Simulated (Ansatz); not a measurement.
# C6H13NO: one species, many methods

How much do the methods differ for C6H13NO? The plan is to run it at one geometry with functionals of several rungs and with coupled cluster, and see how far each lands from CCSD(T) at the basis-set limit for the atomisation energy.

Program: Ansatz 0.2.0, Gaussian basis. Level of theory: functionals in def2-TZVPP, the program's frozen cores in correlated methods. These are calculated values, not measurements.

Plan: PBE-D4, r2SCAN-D4, PBE0-D4, B3LYP-D4, ωB97X-V, ωB97M-V, B2PLYP; CCSD(T)/def2-TZVPP; MP2/def2-QZVPP; extrapolation to the limit.

## (1) Structure used throughout

The geometry comes from an earlier relaxation with PBE0-D4 in a triple-zeta def2 set; it is a stationary point, not always the lowest conformer.

SMILES `CCCC(=O)N(C)C`, 21 atoms, charge 0, spin multiplicity 1.

Atoms are counted from 1 here; the program's logs count them from 0.

Bond lengths: C1–C2 1.519 Å, C1–H9 1.095 Å, C1–H10 1.091 Å, C1–H11 1.092 Å, C2–C3 1.519 Å, C2–H12 1.095 Å, C2–H13 1.092 Å, C3–C4 1.520 Å, C3–H14 1.096 Å, C3–H15 1.095 Å, C4–O5 1.218 Å, C4–N6 1.363 Å, N6–C7 1.438 Å, N6–C8 1.442 Å, C7–H16 1.097 Å, C7–H17 1.086 Å, C7–H18 1.095 Å, C8–H19 1.087 Å and more. Angles: C2–C1–H9 111.1°, C2–C1–H10 110.7°, C2–C1–H11 111.1°, H9–C1–H10 108.4°, H9–C1–H11 107.6°, H10–C1–H11 107.9°, C1–C2–C3 113.1°, C1–C2–H12 109.7°, C1–C2–H13 109.6°, C3–C2–H12 108.3°, C3–C2–H13 108.8°, H12–C2–H13 107.2°, C2–C3–C4 112.6°, C2–C3–H14 110.2°, C2–C3–H15 109.8°, C4–C3–H14 108.0°, C4–C3–H15 109.9°, H14–C3–H15 106.2° and more.

## (2) PBE-D4 (GGA)

Contents of in.yaml:

```yaml
crystal:
  periodic: [false, false, false]
  atoms:
    - {symbol: C, position_ang: [2.727312, 0.217780, -0.897507]}
    - {symbol: C, position_ang: [1.614550, 1.239108, -1.059991]}
    - {symbol: C, position_ang: [0.227806, 0.639621, -0.898887]}
    - {symbol: C, position_ang: [-0.088181, 0.278399, 0.543335]}
    - {symbol: O, position_ang: [0.648887, 0.616610, 1.452770]}
    - {symbol: N, position_ang: [-1.233270, -0.423582, 0.775498]}
    - {symbol: C, position_ang: [-2.172005, -0.837721, -0.232471]}
    - {symbol: C, position_ang: [-1.556782, -0.820331, 2.123068]}
    - {symbol: H, position_ang: [2.632248, -0.588896, -1.631330]}
    - {symbol: H, position_ang: [2.704083, -0.221435, 0.100921]}
    - {symbol: H, position_ang: [3.707708, 0.678162, -1.038812]}
    - {symbol: H, position_ang: [1.677096, 1.697902, -2.051849]}
    - {symbol: H, position_ang: [1.739956, 2.038686, -0.326492]}
    - {symbol: H, position_ang: [-0.533291, 1.349100, -1.244197]}
    - {symbol: H, position_ang: [0.130487, -0.246317, -1.535281]}
    - {symbol: H, position_ang: [-2.163048, -1.926937, -0.362728]}
    - {symbol: H, position_ang: [-1.957360, -0.375227, -1.191205]}
    - {symbol: H, position_ang: [-3.186176, -0.546222, 0.060765]}
    - {symbol: H, position_ang: [-0.764980, -0.480192, 2.785555]}
    - {symbol: H, position_ang: [-1.646843, -1.909957, 2.190534]}
    - {symbol: H, position_ang: [-2.508189, -0.378559, 2.438313]}
basis:
  gaussian: {orbitals: def2-TZVPP}
hamiltonian: {xc: pbe, dispersion: d4}
output: {forces: true, orbitals: {seedname: orbitals}}
```

Command:

```bash
$ ansatz run in.yaml --threads 2 --pin off --events-out ev --progress --plain --max-ram 20480MiB --backend cuda --devices 0, --max-vram 18GiB
```

Further steps of the session: r2SCAN-D4 (meta-GGA); PBE0-D4 (hybrid); B3LYP-D4 (hybrid); ωB97X-V (range-separated); ωB97M-V (range-separated); B2PLYP (double hybrid); CCSD(T) in def2-TZVPP; MP2 in def2-QZVPP.

Q: Predict the results of all the runs planned. Wanted: atomisation energy, CCSD(T)/CBS; farthest; mean size of error, hybrid; mean size of error, range-separated; gap, smallest and largest; T1 diagnostic; triples share of the correlation energy.

The runs gave:

| quantity | value |
| --- | --- |
| atomisation energy, CCSD(T)/CBS | 8502.6 kJ/mol |
| functionals within 42.5 kJ/mol (0.5 %) | r2SCAN-D4, B3LYP-D4, ωB97X-V, ωB97M-V |
| farthest | PBE-D4 (+232.0 kJ/mol) |
| mean size of error, hybrid | 55.6 kJ/mol |
| mean size of error, range-separated | 36.5 kJ/mol |
| gap, smallest and largest | 5.29 eV (PBE-D4), 11.94 eV (ωB97X-V) |
| T1 diagnostic | 0.0126 |
| triples share of the correlation energy | 4.0 % |

What this shows: PBE-D4 misses by +232.0 kJ/mol. Double hybrids carry the basis error of their MP2 part in triple zeta, and no dispersion term here, so their miss is partly the set-up's. Misses under about 42.5 kJ/mol are within the doubt on the reference itself, which lacks core-valence correlation, relativity and higher excitations. Hartree-Fock recovers 73 % of the binding; the rest is correlation. The gap grows from 5.3 to 11.9 eV across the functionals, mostly with the share of exact exchange.
